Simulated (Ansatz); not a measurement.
# CH₃AlSe: one species, many methods

How much do the methods differ for CH₃AlSe? The plan is to run it at one geometry with functionals of several rungs and with coupled cluster, and see how far each lands from CCSD(T) at the basis-set limit for the atomisation energy.

Computed with Ansatz 0.2.0, Gaussian basis. Level: functionals in def2-TZVPP, the program's frozen cores in correlated methods.

The runs, in order: LDA (SPW92), PBE-D4, revPBE-D4, BLYP-D4, r2SCAN-D4, B97M-V, PBE0-D4, B3LYP-D4, r2SCANh-D4, r2SCAN0-D4, HSE06-D4, BHLYP-D4, CAM-B3LYP-D4, LC-ωPBE, ωB97X-V, ωB97M-V, B2PLYP, PBE-QIDH; CCSD(T)/def2-SVP; CCSD(T)/def2-TZVPP; MP2/def2-QZVPP; extrapolation to the limit; RPA on PBE.

## Step 1: The geometry

All runs share one geometry, relaxed beforehand with PBE0-D4 in a triple-zeta def2 set.

SMILES `[CH2]1[AlH][Se]1`, 6 atoms, charge 0, spin multiplicity 1.

Atoms are counted from 1 here; the program's logs count them from 0.

Bond lengths: C1–Al2 1.915 Å, C1–Se3 2.069 Å, C1–H4 1.087 Å, C1–H5 1.087 Å, Al2–Se3 2.242 Å, Al2–H6 1.569 Å. Angles: Al2–C1–Se3 68.4°, Al2–C1–H4 122.8°, Al2–C1–H5 122.8°, Se3–C1–H4 109.8°, Se3–C1–H5 109.8°, H4–C1–H5 111.6°, C1–Al2–Se3 59.1°, C1–Al2–H6 151.8°, Se3–Al2–H6 149.1°, C1–Se3–Al2 52.6°.

## Step 2: LDA

This LDA is Slater exchange with PW92 correlation.

in.yaml

```yaml
crystal:
  periodic: [false, false, false]
  atoms:
    - {symbol: C, position_ang: [-0.227686, -0.087816, -0.781809]}
    - {symbol: Al, position_ang: [0.242398, 0.419069, 1.004567]}
    - {symbol: Se, position_ang: [0.476865, -1.699227, 0.308613]}
    - {symbol: H, position_ang: [-1.253080, -0.271744, -1.090942]}
    - {symbol: H, position_ang: [0.421033, 0.091988, -1.634821]}
    - {symbol: H, position_ang: [0.382568, 1.483729, 2.148192]}
basis:
  gaussian: {orbitals: def2-TZVPP}
hamiltonian: {xc: lda}
output: {orbitals: {seedname: orbitals}}
```

Started as:

```sh
$ ansatz run in.yaml --threads 2 --pin off --events-out ev --progress --plain --max-ram 4352MiB
```

The runs that follow: PBE-D4 (GGA); revPBE-D4 (GGA); BLYP-D4 (GGA); r2SCAN-D4 (meta-GGA); B97M-V (meta-GGA); B3LYP-D4 (hybrid); r2SCANh-D4 (hybrid); r2SCAN0-D4 (hybrid); HSE06-D4 (hybrid); BHLYP-D4 (hybrid); CAM-B3LYP-D4 (range-separated); LC-ωPBE (range-separated); ωB97X-V (range-separated); ωB97M-V (range-separated); B2PLYP (double hybrid); PBE-QIDH (double hybrid); CCSD(T) in def2-SVP; CCSD(T) in def2-TZVPP; MP2 in def2-QZVPP; RPA on PBE orbitals.

Before running them: what should the planned runs give, taken together? Wanted: atomisation energy, CCSD(T)/CBS; farthest beyond LDA; mean size of error, GGA; mean size of error, meta-GGA; mean size of error, hybrid; mean size of error, range-separated; mean size of error, double hybrid; gap, smallest and largest; T1 diagnostic.

As calculated:

| quantity | value |
| --- | --- |
| atomisation energy, CCSD(T)/CBS | 19.260 eV |
| functionals within 0.193 eV (1.0 %) | r2SCAN-D4, B97M-V, PBE0-D4, r2SCANh-D4, HSE06-D4, ωB97X-V, ωB97M-V, PBE-QIDH |
| farthest beyond LDA | BHLYP-D4 (-0.745 eV) |
| mean size of error, GGA | 0.254 eV |
| mean size of error, meta-GGA | 0.122 eV |
| mean size of error, hybrid | 0.227 eV |
| mean size of error, range-separated | 0.188 eV |
| mean size of error, double hybrid | 0.272 eV |
| gap, smallest and largest | 3.41 eV (LDA (SPW92)), 9.78 eV (LC-ωPBE) |
| T1 diagnostic | 0.0119 |
| triples share of the correlation energy | 4.2 % |

**Reading.** The LDA atomisation energy is off by 2.686 eV (14 %): it overbinds. PBE-D4 misses by +0.237 eV. Double hybrids carry the basis error of their MP2 part in triple zeta, and no dispersion term here, so their miss is partly the set-up's. The rungs meta-GGA, range-separated miss on average by less than the doubt on the reference (0.193 eV), so they tie. The reference freezes the cores and leaves out relativity and excitations past (T), and its outer-core shells are covered unevenly, so misses under about 0.193 eV can't be ranked. All levels share the lack of spin-orbit coupling, which lowers the free heavy atoms and so the true binding. Hartree-Fock recovers 70 % of the binding; the rest is correlation. CCSD(T) in def2-SVP is off by -1.363 eV, so the small basis spoils what the method gains. Orbital gaps span 3.4 to 9.8 eV; exact exchange widens them. Correlated methods include outer-core shells of Se, which these sets cover unevenly.
